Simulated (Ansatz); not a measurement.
**CH5InSe: shape, modes and thermochemistry**

What shape does CH5InSe take? The plan is to relax it, then compute its harmonic vibrations to see whether it is a minimum and to get the zero-point energy and entropy, and look at its orbitals and charge.

The runs use Ansatz 0.2.0, Gaussian basis; RKS PBE0-D4/def2-TZVP.

Levels to be run: relaxation at PBE0-D4/def2-TZVP; harmonic vibrations at the same level; a single point in def2-TZVPP for the fields.

## Step 1: The system as given

SMILES `C[Se][InH2]`, 8 atoms, charge 0, spin multiplicity 1.

Atoms are counted from 1 here; the program's logs count them from 0.

Bond lengths: C1–Se2 1.976 Å, C1–H4 1.086 Å, C1–H5 1.093 Å, C1–H6 1.087 Å, Se2–In3 2.516 Å, In3–H7 1.740 Å, In3–H8 1.737 Å. Angles: Se2–C1–H4 108.2°, Se2–C1–H5 109.3°, Se2–C1–H6 108.9°, H4–C1–H5 110.2°, H4–C1–H6 110.0°, H5–C1–H6 110.3°, C1–Se2–In3 93.5°, Se2–In3–H7 113.6°, Se2–In3–H8 128.0°, H7–In3–H8 118.4°.

The start is a GFN2-xTB geometry. In takes the def2 core potential; no spin-orbit term is included.

## Step 2: Relaxation at PBE0-D4/def2-TZVP

Contents of in.yaml:

```yaml
crystal:
  periodic: [false, false, false]
  atoms:
    - {symbol: C, position_ang: [-0.708690, 1.185320, -0.504370]}
    - {symbol: Se, position_ang: [-1.190640, 0.056520, 1.043680]}
    - {symbol: In, position_ang: [0.770790, -1.487490, 0.725160]}
    - {symbol: H, position_ang: [-0.936950, 2.217210, -0.255160]}
    - {symbol: H, position_ang: [0.358920, 1.075550, -0.713240]}
    - {symbol: H, position_ang: [-1.295720, 0.872060, -1.364050]}
    - {symbol: H, position_ang: [1.920860, -0.918430, -0.450400]}
    - {symbol: H, position_ang: [1.081440, -3.000730, 1.518380]}
basis:
  gaussian: {orbitals: def2-TZVP}
hamiltonian: {xc: pbe0, dispersion: d4}
relax: {f_tol: 0.005, max_steps: 150}
```

Started as:

```bash
> ansatz run in.yaml --threads 4 --pin off --events-out ev --progress --plain --max-ram 10444MiB
```

The log of the run:

```text
Functional definition: PBE0
  name "PBE0"
  cite "Adamo & Barone, J. Chem. Phys. 110, 6158 (1999) doi:10.1063/1.478522"
  cite "Perdew, Burke & Ernzerhof, Phys. Rev. Lett. 77, 3865 (1996) doi:10.1103/PhysRevLett.77.3865"
  parent pbe
  parameter a = 0.25
  parameter kappa = 0.804
  parameter beta = 0.06672455060314922
  exchange = (1 - a)*pbe_x(kappa = kappa, mu = beta*pi^2/3) + a*exact_x
  correlation = pbe_c(beta = beta)
1293 factors; their error is unknown
mean field evaluation 1: about -71628.5427 eV, gradient 4.5e1 eV
mean field evaluation 2: about -71625.1204 eV, gradient 5.5e1 eV
mean field evaluation 4: about -71633.1980 eV, gradient 1.6e0 eV
mean field evaluation 8: about -71633.2043 eV, gradient 1.4e-1 eV
mean field evaluation 16: about -71633.6555 eV, gradient 2.7e-4 eV
mean field -71633.65546236 eV, -2632.4882832062 hartree, gradient 3.1e-5 eV, S^2 0.000000; 0 other end points of the search recorded, 0 dependent functions left out
the calculation of the forces begins
reference -71633.65550200 eV, -2632.4882846629 hartree; 33, 33 occupied and 126, 126 virtual orbitals, 1293 factors
relax step   1: F+E_penalty+E_count = -71633.79583990 eV  Δ(F+E_penalty+E_count) = +0.000e0 eV  max|allowed force component| = 3.521e-1 eV/Å  Δτ_max = 0.0000 Å  (29 SCF iters, accepted)
these checks for a lower state are left out or cut short: starts, cluster_reference, orbital_swaps, neighbouring_geometries, increment
1293 factors; their error is unknown
mean field -71633.68439311 eV, -2632.4893463916 hartree, gradient 1.7e-5 eV, S^2 0.000000; 0 other end points of the search recorded, 0 dependent functions left out
the calculation of the forces begins
reference -71633.68443219 eV, -2632.4893478276 hartree; 33, 33 occupied and 126, 126 virtual orbitals, 1293 factors
relax step   2: F+E_penalty+E_count = -71633.82439989 eV  Δ(F+E_penalty+E_count) = -2.856e-2 eV  max|allowed force component| = 3.295e-1 eV/Å  Δτ_max = 0.1867 Å  (30 SCF iters, accepted)
these checks for a lower state are left out or cut short: starts, cluster_reference, orbital_swaps, neighbouring_geometries, increment
1293 factors; their error is unknown
mean field evaluation 32: about -71633.7161 eV, gradient 6.6e-6 eV
mean field -71633.71613824 eV, -2632.4905130034 hartree, gradient 6.6e-6 eV, S^2 0.000000; 0 other end points of the search recorded, 0 dependent functions left out
the calculation of the forces begins
reference -71633.71617753 eV, -2632.4905144476 hartree; 33, 33 occupied and 126, 126 virtual orbitals, 1293 factors
relax step   3: F+E_penalty+E_count = -71633.85660221 eV  Δ(F+E_penalty+E_count) = -3.220e-2 eV  max|allowed force component| = 1.505e-1 eV/Å  Δτ_max = 0.0745 Å  (32 SCF iters, accepted)
[... from here on, the SCF cycles and remarks between the steps are left out ...]
relax step   4: F+E_penalty+E_count = -71633.86180122 eV  Δ(F+E_penalty+E_count) = -5.199e-3 eV  max|allowed force component| = 7.603e-2 eV/Å  Δτ_max = 0.0453 Å  (32 SCF iters, accepted)
relax step   5: F+E_penalty+E_count = -71633.86669313 eV  Δ(F+E_penalty+E_count) = -4.892e-3 eV  max|allowed force component| = 7.394e-2 eV/Å  Δτ_max = 0.0975 Å  (31 SCF iters, accepted)
relax step   6: F+E_penalty+E_count = -71633.86764057 eV  Δ(F+E_penalty+E_count) = -9.474e-4 eV  max|allowed force component| = 1.517e-2 eV/Å  Δτ_max = 0.0280 Å  (32 SCF iters, accepted)
relax step   7: F+E_penalty+E_count = -71633.86777022 eV  Δ(F+E_penalty+E_count) = -1.297e-4 eV  max|allowed force component| = 4.888e-3 eV/Å  Δτ_max = 0.0180 Å  (32 SCF iters, accepted)
relax step   8: F+E_penalty+E_count = -71633.86734590 eV  Δ(F+E_penalty+E_count) = +4.243e-4 eV  max|allowed force component| = 1.398e-1 eV/Å  Δτ_max = 0.0857 Å  (31 SCF iters, rejected (line search))
relax step   9: F+E_penalty+E_count = -71633.86794180 eV  Δ(F+E_penalty+E_count) = -1.716e-4 eV  max|allowed force component| = 9.883e-3 eV/Å  Δτ_max = 0.0315 Å  (31 SCF iters, accepted)
relax step  10: F+E_penalty+E_count = -71633.86643114 eV  Δ(F+E_penalty+E_count) = +1.511e-3 eV  max|allowed force component| = 2.015e-1 eV/Å  Δτ_max = 0.0977 Å  (31 SCF iters, rejected (line search))
relax step  11: F+E_penalty+E_count = -71633.86801623 eV  Δ(F+E_penalty+E_count) = -7.443e-5 eV  max|allowed force component| = 1.365e-2 eV/Å  Δτ_max = 0.0147 Å  (33 SCF iters, accepted)
relax step  12: F+E_penalty+E_count = -71633.86792319 eV  Δ(F+E_penalty+E_count) = +9.304e-5 eV  max|allowed force component| = 5.028e-2 eV/Å  Δτ_max = 0.0492 Å  (31 SCF iters, rejected (line search))
relax step  13: F+E_penalty+E_count = -71633.86805121 eV  Δ(F+E_penalty+E_count) = -3.498e-5 eV  max|allowed force component| = 1.599e-2 eV/Å  Δτ_max = 0.0240 Å  (32 SCF iters, accepted)
relax step  14: F+E_penalty+E_count = -71633.86818810 eV  Δ(F+E_penalty+E_count) = -1.369e-4 eV  max|allowed force component| = 1.079e-2 eV/Å  Δτ_max = 0.0242 Å  (32 SCF iters, accepted)
relax step  15: F+E_penalty+E_count = -71633.86778152 eV  Δ(F+E_penalty+E_count) = +4.066e-4 eV  max|allowed force component| = 4.179e-2 eV/Å  Δτ_max = 0.0366 Å  (31 SCF iters, rejected (line search))
relax step  16: F+E_penalty+E_count = -71633.86831008 eV  Δ(F+E_penalty+E_count) = -1.220e-4 eV  max|allowed force component| = 6.506e-3 eV/Å  Δτ_max = 0.0177 Å  (32 SCF iters, accepted)
relax step  17: F+E_penalty+E_count = -71633.86836384 eV  Δ(F+E_penalty+E_count) = -5.376e-5 eV  max|allowed force component| = 1.695e-2 eV/Å  Δτ_max = 0.0183 Å  (32 SCF iters, accepted)
relax step  18: F+E_penalty+E_count = -71633.86839020 eV  Δ(F+E_penalty+E_count) = -2.636e-5 eV  max|allowed force component| = 2.668e-2 eV/Å  Δτ_max = 0.0171 Å  (32 SCF iters, accepted)
relax step  19: F+E_penalty+E_count = -71633.86840997 eV  Δ(F+E_penalty+E_count) = -1.977e-5 eV  max|allowed force component| = 2.554e-2 eV/Å  Δτ_max = 0.0055 Å  (33 SCF iters, accepted)
relax step  20: F+E_penalty+E_count = -71633.86845555 eV  Δ(F+E_penalty+E_count) = -4.558e-5 eV  max|allowed force component| = 2.307e-2 eV/Å  Δτ_max = 0.0305 Å  (32 SCF iters, accepted)
relax step  21: F+E_penalty+E_count = -71633.86822958 eV  Δ(F+E_penalty+E_count) = +2.260e-4 eV  max|allowed force component| = 6.907e-2 eV/Å  Δτ_max = 0.0514 Å  (31 SCF iters, rejected (line search))
relax step  22: F+E_penalty+E_count = -71633.86848686 eV  Δ(F+E_penalty+E_count) = -3.131e-5 eV  max|allowed force component| = 2.052e-2 eV/Å  Δτ_max = 0.0172 Å  (32 SCF iters, accepted)
relax step  23: F+E_penalty+E_count = -71633.86818883 eV  Δ(F+E_penalty+E_count) = +2.980e-4 eV  max|allowed force component| = 3.587e-2 eV/Å  Δτ_max = 0.0360 Å  (31 SCF iters, rejected (line search))
relax step  24: F+E_penalty+E_count = -71633.86775508 eV  Δ(F+E_penalty+E_count) = +7.318e-4 eV  max|allowed force component| = 1.257e-1 eV/Å  Δτ_max = 0.0136 Å  (33 SCF iters, rejected (line search))
relax step  25: F+E_penalty+E_count = -71633.86853674 eV  Δ(F+E_penalty+E_count) = -4.988e-5 eV  max|allowed force component| = 4.754e-4 eV/Å  Δτ_max = 0.0036 Å  (34 SCF iters, accepted)
relax step  26: F+E_penalty+E_count = -71633.86854208 eV  Δ(F+E_penalty+E_count) = -5.341e-6 eV  max|allowed force component| = 1.311e-3 eV/Å  Δτ_max = 0.0067 Å  (33 SCF iters, accepted)
these checks for a lower state are left out or cut short: starts, cluster_reference, orbital_swaps, neighbouring_geometries, increment
1293 factors; their error is unknown
mean field -71633.72946759 eV, -2632.4910028482 hartree, gradient 5.3e-6 eV, S^2 0.000000; 0 other end points of the search recorded, 0 dependent functions left out
the calculation of the forces begins
reference -71633.72950712 eV, -2632.4910043009 hartree; 33, 33 occupied and 126, 126 virtual orbitals, 1293 factors
relax step  27: F+E_penalty+E_count = -71633.86854808 eV  Δ(F+E_penalty+E_count) = -5.992e-6 eV  max|allowed force component| = 4.305e-3 eV/Å  Δτ_max = 0.0147 Å  (33 SCF iters, accepted)
1293 factors; their error is unknown
mean field evaluation 224: about -71633.7295 eV, gradient 1.3e-4 eV
mean field -71633.72946759 eV, -2632.4910028482 hartree, gradient 5.3e-6 eV, S^2 0.000000; 1 other end points of the search recorded, 0 dependent functions left out
the calculation of the forces begins
reference -71633.72950712 eV, -2632.4910043009 hartree; 33, 33 occupied and 126, 126 virtual orbitals, 1293 factors
Total energy: -71633.86858760 eV, -2632.4961154144 hartree
Atom 0 at    -0.748054     1.202277    -0.529212 Å, force     0.000571     0.000917     0.000253 eV/Å
Atom 1 at    -1.180225    -0.176492     0.799948 Å, force     0.000170     0.000789    -0.000120 eV/Å
Atom 2 at     0.903966    -1.539953     0.708490 Å, force    -0.001334     0.000101    -0.002075 eV/Å
Atom 3 at    -0.789273     2.173569    -0.040202 Å, force    -0.000064    -0.004305    -0.002263 eV/Å
Atom 4 at     0.245096     1.042059    -0.944060 Å, force    -0.003178     0.001224     0.000135 eV/Å
Atom 5 at    -1.489933     1.156559    -1.323994 Å, force     0.003075     0.000707     0.002710 eV/Å
Atom 6 at     2.072263    -0.951215    -0.406989 Å, force     0.000388    -0.000292     0.001020 eV/Å
Atom 7 at     0.986170    -2.906795     1.736019 Å, force     0.000373     0.000860     0.000342 eV/Å
Dipole moment:     0.218867     0.074592    -0.181124 e Å
```

Wall time 26 s (4 threads of AMD EPYC 9R45, shared host); peak memory 0.44 GiB.

Along the way: (the energy doesn't fall at every step)

```
step  energy from step 1 (eV)  largest force component (eV/Å)
   1                   0.0000                          0.3521
   2                  -0.0286                          0.3295
   3                  -0.0608                          0.1505
   4                  -0.0660                          0.0760
   5                  -0.0709                          0.0739
   6                  -0.0718                          0.0152
   7                  -0.0719                          0.0049
   8                  -0.0715                          0.1398
   9                  -0.0721                          0.0099
  10                  -0.0706                          0.2015
  11                  -0.0722                          0.0136
  12                  -0.0721                          0.0503
  13                  -0.0722                          0.0160
  14                  -0.0723                          0.0108
  15                  -0.0719                          0.0418
  16                  -0.0725                          0.0065
  17                  -0.0725                          0.0169
  18                  -0.0725                          0.0267
  19                  -0.0726                          0.0255
  20                  -0.0726                          0.0231
  21                  -0.0724                          0.0691
  22                  -0.0726                          0.0205
  23                  -0.0723                          0.0359
  24                  -0.0719                          0.1257
  25                  -0.0727                          0.0005
  26                  -0.0727                          0.0013
  27                  -0.0727                          0.0043
```

The force was under the threshold of 0.005 eV/Å already at step 7, but the program went on to step 27.

Close pairs (by a distance rule), those that changed most:

```
   bond  before (Å)  after (Å)  change (Å)
 In3–H8       1.737      1.712      -0.025
Se2–In3       2.516      2.492      -0.024
 In3–H7       1.740      1.719      -0.021
 C1–Se2       1.976      1.963      -0.012
  C1–H5       1.093      1.088      -0.005
  C1–H4       1.086      1.088      +0.002
  C1–H6       1.087      1.088      +0.001
```

Mulliken charges of the relaxed molecule (report file):

```
atom  value (e)
  C1      -0.40
 Se2      -0.27
 In3       0.40
  H4       0.15
  H5       0.15
  H6       0.15
  H7      -0.10
  H8      -0.08
```

## Step 3: Vibrations by finite differences

Contents of in.yaml:

```yaml
crystal:
  periodic: [false, false, false]
  atoms:
    - {symbol: C, position_ang: [-0.748054, 1.202277, -0.529212]}
    - {symbol: Se, position_ang: [-1.180225, -0.176492, 0.799948]}
    - {symbol: In, position_ang: [0.903966, -1.539953, 0.708490]}
    - {symbol: H, position_ang: [-0.789273, 2.173569, -0.040202]}
    - {symbol: H, position_ang: [0.245096, 1.042059, -0.944060]}
    - {symbol: H, position_ang: [-1.489933, 1.156559, -1.323994]}
    - {symbol: H, position_ang: [2.072263, -0.951215, -0.406989]}
    - {symbol: H, position_ang: [0.986170, -2.906795, 1.736019]}
basis:
  gaussian: {orbitals: def2-TZVP}
hamiltonian: {xc: pbe0, dispersion: d4}
phonons: {temperatures: {t_min: 298.15, t_max: 900, t_step: 200}}
```

The command is unchanged.

The log of the run (excerpt; [...] marks lines left out):

```text
Functional definition: PBE0
  name "PBE0"
  cite "Adamo & Barone, J. Chem. Phys. 110, 6158 (1999) doi:10.1063/1.478522"
  cite "Perdew, Burke & Ernzerhof, Phys. Rev. Lett. 77, 3865 (1996) doi:10.1103/PhysRevLett.77.3865"
  parent pbe
[...]
1293 factors; their error is unknown
[...]
mean field -71633.72946499 eV, -2632.4910027526 hartree, gradient 3.0e-5 eV, S^2 0.000000; 0 other end points of the search recorded, 0 dependent functions left out
[...]
reference -71633.72950449 eV, -2632.4910042042 hartree; 33, 33 occupied and 126, 126 virtual orbitals, 1293 factors
[...]
1293 factors; their error is unknown
mean field -71633.72929515 eV, -2632.4909965112 hartree, gradient 1.4e-6 eV, S^2 0.000000; 0 other end points of the search recorded, 0 dependent functions left out
[...]
reference -71633.72933466 eV, -2632.4909979630 hartree; 33, 33 occupied and 126, 126 virtual orbitals, 1293 factors
[...]
Atom 0 at    -0.748054     1.202277    -0.529212 Å, force     0.000626     0.001010     0.000091 eV/Å
Atom 1 at    -1.180225    -0.176492     0.799948 Å, force     0.000365     0.000483     0.000034 eV/Å
Atom 2 at     0.903966    -1.539953     0.708490 Å, force    -0.001557     0.000208    -0.002055 eV/Å
Atom 3 at    -0.789273     2.173569    -0.040202 Å, force    -0.000062    -0.004291    -0.002264 eV/Å
Atom 4 at     0.245096     1.042059    -0.944060 Å, force    -0.003233     0.001343     0.000073 eV/Å
Atom 5 at    -1.489933     1.156559    -1.323994 Å, force     0.003095     0.000714     0.002722 eV/Å
Atom 6 at     2.072263    -0.951215    -0.406989 Å, force     0.000403    -0.000296     0.001030 eV/Å
Atom 7 at     0.986170    -2.906795     1.736019 Å, force     0.000364     0.000829     0.000369 eV/Å
Dipole moment:     0.218869     0.074587    -0.181121 e Å
Vibrations: 52.31 138.24 214.56 245.56 363.55 505.37 565.63 607.55 919.87 921.42 1308.08 1463.34 1470.85 1820.82 1852.35 3076.24 3176.46 3177.48 cm⁻¹, zero-point energy 1.356367 eV
```

It took 35 s on 4 threads of AMD EPYC 9R45, shared host; peak memory 0.45 GiB.

Motions are named by where the mode's potential energy lies. The modes, unscaled (a negative number is an imaginary wavenumber):

```
mode  cm⁻¹                          motion
   1    52                         torsion
   2   138                            bend
   3   215                         torsion
   4   246                   In–Se stretch
   5   364                            bend
   6   505  out-of-plane bend with torsion
   7   566                            bend
   8   608                    C–Se stretch
   9   920                            bend
  10   921                            bend
  11  1308                            bend
  12  1463                            bend
  13  1471                            bend
  14  1821                    In–H stretch
  15  1852                    In–H stretch
  16  3076                     C–H stretch
  17  3176                     C–H stretch
  18  3177                     C–H stretch
```

Ideal gas, rigid rotor and harmonic oscillator at 298.15 K and 1 bar, with symmetry number 1:

```
                term            value
   zero-point energy    31.3 kcal/mol
          H(298) − E    35.9 kcal/mol
entropy, translation  175.6 J/(mol K)
   entropy, rotation  114.5 J/(mol K)
  entropy, vibration   60.0 J/(mol K)
      entropy, total  350.1 J/(mol K)
```

## Step 4: A single point for the fields

Edit in.yaml of step 3 so:

```diff
@@ -12,4 +12,4 @@
 basis:
-  gaussian: {orbitals: def2-TZVP}
+  gaussian: {orbitals: def2-TZVPP}
 hamiltonian: {xc: pbe0, dispersion: d4}
-phonons: {temperatures: {t_min: 298.15, t_max: 900, t_step: 200}}
+output: {orbitals: {seedname: orbitals}}
```

The command is unchanged.

The log of the run:

```text
Functional definition: PBE0
  name "PBE0"
  cite "Adamo & Barone, J. Chem. Phys. 110, 6158 (1999) doi:10.1063/1.478522"
  cite "Perdew, Burke & Ernzerhof, Phys. Rev. Lett. 77, 3865 (1996) doi:10.1103/PhysRevLett.77.3865"
  parent pbe
  parameter a = 0.25
  parameter kappa = 0.804
  parameter beta = 0.06672455060314922
  exchange = (1 - a)*pbe_x(kappa = kappa, mu = beta*pi^2/3) + a*exact_x
  correlation = pbe_c(beta = beta)
1368 factors; their error is unknown
mean field evaluation 1: about -71628.6896 eV, gradient 4.5e1 eV
mean field evaluation 2: about -71625.3038 eV, gradient 5.4e1 eV
mean field evaluation 4: about -71633.3042 eV, gradient 1.8e0 eV
mean field evaluation 8: about -71633.3147 eV, gradient 2.6e-2 eV
mean field evaluation 16: about -71633.7660 eV, gradient 8.6e-5 eV
mean field -71633.76602795 eV, -2632.4923464165 hartree, gradient 8.6e-5 eV, S^2 0.000000; 0 other end points of the search recorded, 0 dependent functions left out
reference -71633.76606762 eV, -2632.4923478743 hartree; 33, 33 occupied and 166, 166 virtual orbitals, 1368 factors
Total energy: -71633.90514810 eV, -2632.4974589877 hartree
```

It took 0.85 s on 4 threads of AMD EPYC 9R45, shared host; peak memory 0.51 GiB.

Orbitals, density, ELF and potential are computed afterwards from the orbital file.

Frontier orbitals at PBE0-D4/def2-TZVPP, with the share of their density that lies nearest to each atom:

```
orbital  energy (eV)                                     lies on
 HOMO-1        -7.46                 Se2 61 %; In3 14 %; H7 11 %
   HOMO        -6.61                           Se2 81 %; In3 8 %
   LUMO        -1.60  In3 51 %; H7, H8 about 17 % each; Se2 11 %
```

ELF in a plane through or near 6 of the atoms.

Values, 10 rows by 14 columns:
```
0.00 0.00 0.00 0.00 0.00 0.00 0.00 0.00 0.00 0.00 0.00 0.00 0.00 0.00
0.00 0.00 0.00 0.00 0.16 0.41 0.08 0.00 0.00 0.00 0.00 0.00 0.00 0.00
0.00 0.00 0.00 0.08 0.99 1.00 0.93 0.01 0.06 0.02 0.00 0.00 0.00 0.00
0.00 0.00 0.01 0.13 0.88 1.00 0.89 0.14 0.99 0.54 0.01 0.00 0.00 0.00
0.00 0.01 0.39 0.37 0.37 0.39 0.23 0.26 0.99 0.53 0.11 0.00 0.00 0.00
0.00 0.29 0.99 0.97 0.69 0.74 0.40 0.46 0.47 0.50 0.33 0.01 0.00 0.00
0.00 0.36 1.00 1.00 0.35 0.23 0.54 0.62 0.64 0.27 0.10 0.00 0.00 0.00
0.00 0.01 0.88 0.97 0.18 0.15 0.52 0.32 0.72 0.07 0.00 0.00 0.00 0.00
0.00 0.00 0.00 0.01 0.00 0.01 0.39 0.77 0.66 0.08 0.00 0.00 0.00 0.00
0.00 0.00 0.00 0.00 0.00 0.00 0.02 0.11 0.05 0.00 0.00 0.00 0.00 0.00
```
The map spans 12.1 Å across and 8.6 Å up, centred on the molecule. Atoms in the plane (x, y in Å): C1 (1.5, -0.1), Se2 (0.1, -1.4), In3 (-1.9, 0.0), H5 (1.1, 0.9), H7 (-1.6, 1.7), H8 (-3.4, -0.8).

On the surface of density 0.002 e/bohr³ the electrostatic potential runs, from the 1st to the 99th percentile, from -0.81 V near Se2 to 2.41 V near In3.

## Step 5: What came out

```
                  quantity            value
               point group               Cs
                     steps               27
shift from the start (rms)          0.246 Å
              total energy   -71633.8686 eV
           dispersion term         -139 meV
             dipole moment           1.41 D
lowest, highest wavenumber    52, 3177 cm⁻¹
         zero-point energy    31.3 kcal/mol
       entropy at 298.15 K  350.1 J/(mol K)
                HOMO, LUMO  -6.61, -1.60 eV
```

In words: The atoms moved 0.25 Å (rms) from the start; the bond that changed most is In3–H8, from 1.737 to 1.712 Å. All wavenumbers are real, so the end point is a minimum. The stiffest mode, 3177 cm⁻¹, is a C–H stretch, and 2 modes under 200 cm⁻¹ make the vibrational entropy uncertain. Harmonic hybrid wavenumbers usually lie a few per cent above measured fundamentals. The largest Mulliken charge, +0.40 e, sits on In3. The HOMO lies mostly on Se2 81 %; In3 8 % and the LUMO on In3 51 %; H7, H8 about 17 % each.
